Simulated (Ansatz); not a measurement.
# ClGaH₃N: one structure at several levels

The task here is to estimate one member of a computed series from the others.

Computed with Ansatz 0.2.0, Gaussian basis. Level: single points in def2-TZVPP.

Correlated methods freeze the cores. Filled d shells of the heavier atoms are correlated. B3LYP uses VWN-RPA correlation.

## The system as given

6 atoms, charge 0, spin multiplicity 1.

Atoms are counted from 1 here; the program's logs count them from 0.

Bond lengths: N1–Ga2 1.888 Å, N1–H4 1.122 Å, N1–H5 1.041 Å, Ga2–Cl3 2.162 Å, Ga2–H6 1.669 Å. Angles: Ga2–N1–H4 119.9°, Ga2–N1–H5 120.8°, H4–N1–H5 119.1°, N1–Ga2–Cl3 114.3°, N1–Ga2–H6 116.3°, Cl3–Ga2–H6 129.2°.

As a file:

```xyz
6
charge 0, multiplicity 1
N    -0.1819    0.6368    0.8077
Ga   -0.0097   -0.5710   -0.6332
Cl    2.0011   -1.2996   -0.9487
H     0.7306    0.9803    1.3623
H    -1.1088    1.0401    1.0578
H    -1.3870   -0.8483   -1.5347
```

Set-up of the first run:

run/in.yaml reads:

```yaml
crystal:
  periodic: [false, false, false]
  atoms:
    - {symbol: N, position_ang: [-0.181900, 0.636800, 0.807700]}
    - {symbol: Ga, position_ang: [-0.009700, -0.571000, -0.633200]}
    - {symbol: Cl, position_ang: [2.001100, -1.299600, -0.948700]}
    - {symbol: H, position_ang: [0.730600, 0.980300, 1.362300]}
    - {symbol: H, position_ang: [-1.108800, 1.040100, 1.057800]}
    - {symbol: H, position_ang: [-1.387000, -0.848300, -1.534700]}
basis:
  gaussian: {orbitals: def2-TZVPP}
correlation: {method: ccsd_t}
output: {forces: true}
```

The command line of these runs was not kept.

Among the steps run: CCSD(T)/def2-TZVPP; PBE0-D4/def2-TZVPP; wB97M-V/def2-TZVPP; r2SCAN-D4/def2-TZVPP; PBE-D4/def2-TZVPP; revPBE-D4/def2-TZVPP; B3LYP-D4/def2-TZVPP.

One of the session's tables, all rows but one given; the rest of the session is left out.

| method | RMS force component (eV/Å) | angle to CCSD(T) forces (°) | dipole (D) |
| --- | --- | --- | --- |
| CCSD(T) | 1.219 | reference | 1.88 |
| PBE0-D4 | 1.243 | 1.8 | 1.93 |
| wB97M-V | 1.249 | 1.2 | 1.88 |
| r2SCAN-D4 | ? | ? | ? |
| PBE-D4 | 1.118 | 4.9 | 1.96 |
| revPBE-D4 | 1.116 | 6.8 | 1.93 |
| B3LYP-D4 | 1.215 | 3.8 | 1.92 |

**Question.** Estimate the row for r2SCAN-D4.

As computed: RMS force component (eV/Å): 1.217; angle to CCSD(T) forces (°): 1.2; dipole (D): 1.98. In the column «RMS force component (eV/Å)» it lies between B3LYP-D4 (1.215) and CCSD(T) (1.219).
